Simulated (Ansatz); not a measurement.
# C3H9ClOSi: the cost of one run

Method: RKS B3LYP-D4/6-31G, in Ansatz 0.2.0.

### Step 1. The starting structure

Bond lengths: Si1–Cl2 2.130 Å, Si1–C3 1.870 Å, C3–H4 1.110 Å, C3–H5 1.110 Å, C3–H6 1.110 Å, Si1–O7 1.679 Å, O7–C8 1.420 Å, C8–H9 1.110 Å, C8–H10 1.110 Å, C8–H11 1.110 Å, Si1–C12 1.869 Å, C12–H13 1.110 Å, C12–H14 1.110 Å, C12–H15 1.110 Å. Angles (14 of 25 angles, heavy atoms first): Cl2–Si1–C3 109.4°, Cl2–Si1–O7 109.5°, Cl2–Si1–C12 109.5°, C3–Si1–O7 109.5°, C3–Si1–C12 109.5°, O7–Si1–C12 109.5°, Si1–O7–C8 125.0°, Si1–C3–H4 109.5°, Si1–C3–H5 109.5°, Si1–C3–H6 109.5°, O7–C8–H9 109.5°, O7–C8–H10 109.5°, O7–C8–H11 109.5°, Si1–C12–H13 109.5°.

As a file:

```xyz
15

Si    0.0000    0.0000    0.0000
Cl    0.0000    0.0000    2.1300
C     1.7634    0.0000   -0.6227
H     2.1111   -1.0463   -0.7509
H     1.8119    0.5276   -1.5981
H     2.4154    0.5187    0.1108
O    -0.7913    1.3709   -0.5594
C    -2.1512    1.4177   -0.9653
H    -2.7687    0.8215   -0.2614
H    -2.5023    2.4707   -0.9639
H    -2.2473    0.9975   -1.9882
C    -0.8808   -1.5259   -0.6227
H    -1.3804   -2.0377    0.2261
H    -1.6409   -1.2332   -1.3768
H    -0.1449   -2.2146   -1.0879
```

### Step 2. Preparing the start

The input, input.yaml:

```yaml
crystal:
  periodic: [false, false, false]
  atoms:
    - { symbol: Si, position_ang: [0.0, 0.0, 0.0] }
    - { symbol: Cl, position_ang: [0.0, 0.0, 2.13] }
    - { symbol: C, position_ang: [1.7634, 0.0, -0.6227] }
    - { symbol: H, position_ang: [2.1111, -1.0463, -0.7509] }
    - { symbol: H, position_ang: [1.8119, 0.5276, -1.5981] }
    - { symbol: H, position_ang: [2.4154, 0.5187, 0.1108] }
    - { symbol: O, position_ang: [-0.7913, 1.3709, -0.5594] }
    - { symbol: C, position_ang: [-2.1512, 1.4177, -0.9653] }
    - { symbol: H, position_ang: [-2.7687, 0.8215, -0.2614] }
    - { symbol: H, position_ang: [-2.5023, 2.4707, -0.9639] }
    - { symbol: H, position_ang: [-2.2473, 0.9975, -1.9882] }
    - { symbol: C, position_ang: [-0.8808, -1.5259, -0.6227] }
    - { symbol: H, position_ang: [-1.3804, -2.0377, 0.2261] }
    - { symbol: H, position_ang: [-1.6409, -1.2332, -1.3768] }
    - { symbol: H, position_ang: [-0.1449, -2.2146, -1.0879] }
basis:
  gaussian: { orbitals: "6-31G" }
hamiltonian:
  xc: b3lyp
  dispersion: d4
relax:
  f_tol: 0.02
  max_steps: 40
```

Run with:

```console
> ansatz run input.yaml --threads 2 --pin off --max-ram 3072MiB --backend cpu --events-out ev --progress --plain --runs-dir out
```

**Question.** How long does this run take on 2 threads of Intel Xeon at 2.50GHz (Skylake/Cascade Lake), shared host, and how much memory does it need?

About 1.8 min, with a peak of 0.22 GiB.
